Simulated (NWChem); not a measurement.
# GeH2SeCl2 (SMILES [Cl][GeH]([Cl])[SeH]): levels of theory compared

We compute a comparison of 3 runs (HF/def2-SVP, PBE0/def2-SVP, MP2/3-21G) of GeH2SeCl2. 

Program for the calculation: NWChem 7.3.0.

## 1. Starting point

GeH2SeCl2 has 6 atoms, charge 0, and is taken as a singlet. As SMILES, `[Cl][GeH]([Cl])[SeH]`. The coordinates come from a PBE0-D4/def2-TZVP relaxation. This is one conformer, not always the lowest.

Bond lengths: Cl1–Ge2 2.142 Å, Ge2–Cl3 2.141 Å, Ge2–Se4 2.329 Å, Ge2–H5 1.529 Å, Se4–H6 1.469 Å. Angles: Cl1–Ge2–Cl3 105.9°, Cl1–Ge2–Se4 111.1°, Cl3–Ge2–Se4 111.1°, Cl1–Ge2–H5 109.1°, Cl3–Ge2–H5 109.2°, Se4–Ge2–H5 110.2°, Ge2–Se4–H6 91.4°.

## 2. Energy and forces at HF/def2-SVP (run 1)

Input file run.py:

```python
from ase import Atoms
from ase.calculators.nwchem import NWChem

molecule = Atoms(['Cl', 'Ge', 'Cl', 'Se', 'H', 'H'], positions=[
    [-1.114200, 0.281200, -1.881300],
    [-0.376700, -0.418200, 0.003700],
    [-1.440300, 0.686700, 1.498300],
    [1.920700, -0.078400, 0.184900],
    [-0.704800, -1.904700, 0.150200],
    [1.757400, 1.369500, -0.002000],
])

calc = NWChem(
    label='geom',
    theory='scf',
    memory='2200 mb',
    basis='def2-SVP',
    basispar='spherical bse',
    scf={'nopen': '0', 'rhf': None, 'thresh': '1e-08', 'maxiter': '80'},
)
molecule.calc = calc

forces = molecule.get_forces()
print("Total energy (eV):", round(molecule.get_potential_energy(), 6))
print("forces (eV/A):")
for s, f in zip(molecule.symbols, forces):
    print(f"{s:2s} {f[0]:10.5f} {f[1]:10.5f} {f[2]:10.5f}")
print("dipole (e A):", molecule.get_dipole_moment().round(4))
```

Launch:

```console
export ASE_NWCHEM_COMMAND="nwchem PREFIX.nwi > PREFIX.nwo"
python run.py
```

What it wrote:

```text
Total energy (eV): -146795.653816
forces (eV/A):
Cl   -0.06042    0.06664   -0.20620
Ge   -0.01964   -0.49617    0.05605
Cl   -0.09744    0.11236    0.17077
Se   -0.03080    0.39996   -0.05014
H     0.04669    0.20888   -0.02041
H     0.16162   -0.29172    0.04993
dipole (e A): [ 0.204  -0.161   0.0394]
```

The calculator wrote geom.nwi:

```
title "geom"

permanent_dir geom

scratch_dir geom

start geom

geometry units angstrom nocenter noautosym noautoz
  Cl -1.1142000000000001e+00 2.8120000000000001e-01 -1.8813000000000000e+00
  Ge -3.7669999999999998e-01 -4.1820000000000002e-01 3.7000000000000002e-03
  Cl -1.4402999999999999e+00 6.8669999999999998e-01 1.4983000000000000e+00
  Se 1.9207000000000001e+00 -7.8399999999999997e-02 1.8490000000000001e-01
  H  -7.0479999999999998e-01 -1.9047000000000001e+00 1.5020000000000000e-01
  H  1.7574000000000001e+00 1.3694999999999999e+00 -2.0000000000000000e-03
end

memory 2200 mb

basis spherical bse noprint
   * library def2-SVP
end

scf
  nopen 0
  rhf
  thresh 1e-08
  maxiter 80
end

task scf gradient
```

geom.nwo:

```text
Northwest Computational Chemistry Package (NWChem) 7.3.0
             --------------------------------------------------------

           Job information
           ---------------

    nwchem branch   = 7.3.0
    use scalapack   = T
    input           = geom.nwi
    prefix          = geom.
    data base       = geom/geom.db
    status          = startup
    nproc           =        1

           Memory information
           ------------------

[... 5 lines left out ...]
    hardfail = no
[... 132 lines left out ...]
         Quadratically convergent ROHF
[... 15 lines left out ...]
       Final RHF  results
[... 4 lines left out ...]
      Two-electron energy =   2884.124900054964
[... 70 lines left out ...]
                       ROHF Final Molecular Orbital Analysis
[... 263 lines left out ...]
                 ----------------------------------------
                 |  Time  |  1-e(secs)   |  2-e(secs)   |
                 ----------------------------------------
                 |  CPU   |       0.01   |       7.79   |
                 ----------------------------------------
                 |  WALL  |       0.01   |       7.79   |
                 ----------------------------------------

 Task  times  cpu:       29.3s     wall:       29.3s
 Total times  cpu:       29.3s     wall:       29.3s
```

Run time: 30 s. Hardware: 1 thread of Intel Xeon 6975P-C (Granite Rapids), shared host; peak memory 0.1 GiB.

## 3. Energy and gradient at PBE0/def2-SVP (run 2)

Input file run.py:

```python
from ase import Atoms
from ase.calculators.nwchem import NWChem

atoms = Atoms(['Cl', 'Ge', 'Cl', 'Se', 'H', 'H'], positions=[
    [-1.114200, 0.281200, -1.881300],
    [-0.376700, -0.418200, 0.003700],
    [-1.440300, 0.686700, 1.498300],
    [1.920700, -0.078400, 0.184900],
    [-0.704800, -1.904700, 0.150200],
    [1.757400, 1.369500, -0.002000],
])

calc = NWChem(
    label='cl2geh2se',
    theory='dft',
    memory='2200 mb',
    basis='def2-SVP',
    basispar='spherical bse',
    dft={'xc': 'pbe0', 'mult': '1', 'grid': 'fine', 'convergence': 'energy 1e-08', 'iterations': '100', 'mulliken': None},
)
atoms.calc = calc

forces = atoms.get_forces()
print(f"energy = {atoms.get_potential_energy():.6f} eV")
print("forces (eV/A):")
for s, f in zip(atoms.symbols, forces):
    print(f"{s:2s} {f[0]:10.5f} {f[1]:10.5f} {f[2]:10.5f}")
print("dipole (e A):", atoms.get_dipole_moment().round(4))
```

Launch:

```console
export ASE_NWCHEM_COMMAND="nwchem PREFIX.nwi > PREFIX.nwo"
python run.py
```

What it wrote:

```text
energy = -146902.866453 eV
forces (eV/A):
Cl   -0.06335    0.06546   -0.18435
Ge    0.11400   -0.14372    0.02700
Cl   -0.09616    0.10598    0.14954
Se    0.02427   -0.05168    0.00859
H     0.01460   -0.03111    0.00525
H     0.00674    0.05512   -0.00596
dipole (e A): [ 0.2022 -0.1292  0.0354]
```

The calculator wrote cl2geh2se.nwi:

```
title "cl2geh2se"

permanent_dir cl2geh2se

scratch_dir cl2geh2se

start cl2geh2se

geometry units angstrom nocenter noautosym noautoz
  Cl -1.1142000000000001e+00 2.8120000000000001e-01 -1.8813000000000000e+00
  Ge -3.7669999999999998e-01 -4.1820000000000002e-01 3.7000000000000002e-03
  Cl -1.4402999999999999e+00 6.8669999999999998e-01 1.4983000000000000e+00
  Se 1.9207000000000001e+00 -7.8399999999999997e-02 1.8490000000000001e-01
  H  -7.0479999999999998e-01 -1.9047000000000001e+00 1.5020000000000000e-01
  H  1.7574000000000001e+00 1.3694999999999999e+00 -2.0000000000000000e-03
end

memory 2200 mb

basis spherical bse noprint
   * library def2-SVP
end

dft
  xc pbe0
  mult 1
  grid fine
  convergence energy 1e-08
  iterations 100
  mulliken
end

task dft gradient
```

cl2geh2se.nwo:

```text
Northwest Computational Chemistry Package (NWChem) 7.3.0
             --------------------------------------------------------

           Job information
           ---------------

    nwchem branch   = 7.3.0
    use scalapack   = T
    input           = cl2geh2se.nwi
    prefix          = cl2geh2se.
    data base       = cl2geh2se/cl2geh2se.db
    status          = startup
    nproc           =        1

           Memory information
           ------------------

[... 5 lines left out ...]
    hardfail = no
[... 103 lines left out ...]
  convergence criterion.
[... 42 lines left out ...]
          Spatial weights used:  Erf1
[... 32 lines left out ...]
 1-e energy   =   -9052.371552
[... 42 lines left out ...]
           Coulomb energy =     3102.697268844896
[... 872 lines left out ...]
          Convergence on density requested:  1.00D-05
[... 28 lines left out ...]
          total energy or number of iterations.
[... 37 lines left out ...]
                 ----------------------------------------
                 |  Time  |  1-e(secs)   |  2-e(secs)   |
                 ----------------------------------------
                 |  CPU   |       0.01   |       7.21   |
                 ----------------------------------------
                 |  WALL  |       0.01   |       7.21   |
                 ----------------------------------------

 Task  times  cpu:       24.0s     wall:       24.0s
 Total times  cpu:       24.0s     wall:       24.0s
```

Run time: 25 s. Hardware: 1 thread of Intel Xeon 6975P-C (Granite Rapids), shared host; peak memory 0.13 GiB.

## 4. Energy and forces at MP2/3-21G (run 3)

Input file job.xyz:

```xyz
6
Cl2GeH2Se gradient
Cl    -1.114200     0.281200    -1.881300
Ge    -0.376700    -0.418200     0.003700
Cl    -1.440300     0.686700     1.498300
Se     1.920700    -0.078400     0.184900
H     -0.704800    -1.904700     0.150200
H      1.757400     1.369500    -0.002000
```

Input file job.nw:

```
start job
title "Cl2GeH2Se gradient"
memory stack 880 mb heap 220 mb global 1100 mb
geometry noautosym nocenter noautoz
  load format xyz job.xyz
end
basis spherical bse
  Cl library 3-21G
  Ge library 3-21G
  Se library 3-21G
  H library 3-21G
end
scf
  thresh 1e-08
  maxiter 80
end
mp2
  freeze core 28
  tight
end
task mp2 gradient
```

Launch:

```console
nwchem job.nw > job.out
```

What it wrote:

```text
[...]
  functions       =    74
[...]
  wavefunction    = RHF
[...]
         Total SCF energy =  -5369.666319000063
      One-electron energy =  -9021.577360838048
      Two-electron energy =   2879.218331485155
 Nuclear repulsion energy =    772.692710352830
        Time for solution =      4.8s
[...]
          Total MP2 energy         -5369.853391412072
[...]
                         mp2 ENERGY GRADIENTS
    atom               coordinates                        gradient
                 x          y          z           x          y          z
   1 Cl     -2.105533   0.531391  -3.555142    0.013295  -0.011304   0.034238
   2 Ge     -0.711860  -0.790283   0.006992   -0.009394   0.032813  -0.004805
   3 Cl     -2.721772   1.297675   2.831376    0.019273  -0.018727  -0.027524
   4 Se      3.629597  -0.148155   0.349410   -0.021034   0.004647  -0.002583
   5 H      -1.331879  -3.599361   0.283837   -0.000017   0.001381  -0.000168
   6 H       3.321004   2.587980  -0.003779   -0.002122  -0.008810   0.000843
[...]
```

Wall time 15 s (1 thread of Intel Xeon 6975P-C (Granite Rapids), shared host); peak memory 0.19 GiB.

## 5. The series

```csv
run,level,iteration cap,module,energy (Eh),dipole moment (D),HOMO energy (eV),LUMO energy (eV),wall time
1,HF/def2-SVP,80,scf,-5394.640820,1.26,-10.26,2.57,30 s
2,PBE0/def2-SVP,100,dft,-5398.580812,1.17,-7.56,-1.28,25 s
3,MP2/3-21G,80,mp2,-5369.853391,2.09,-10.65,1.84,15 s
```

## 6. Summary of results

| quantity | value |
| --- | --- |
| run 3: total energy | -5369.85339 Eh |
| run 3: dipole moment (of the density that the program reports) | 2.09 D |
| run 3: HOMO energy (Hartree–Fock orbitals) | -10.65 eV |
| run 3: LUMO energy (Hartree–Fock orbitals) | 1.84 eV |
| run 3: HOMO–LUMO gap (Hartree–Fock orbitals) | 12.49 eV |
| run 3: correlation energy (28 core orbitals frozen) | -187.1 mEh |
| run 3: largest force on an atom | 1.978 eV/Å |

The dipole moment (its size) runs from 1.17 D (PBE0/def2-SVP) to 2.09 D (MP2/3-21G). The two ends differ in method and basis. All runs together took 70 s, the longest 30 s.
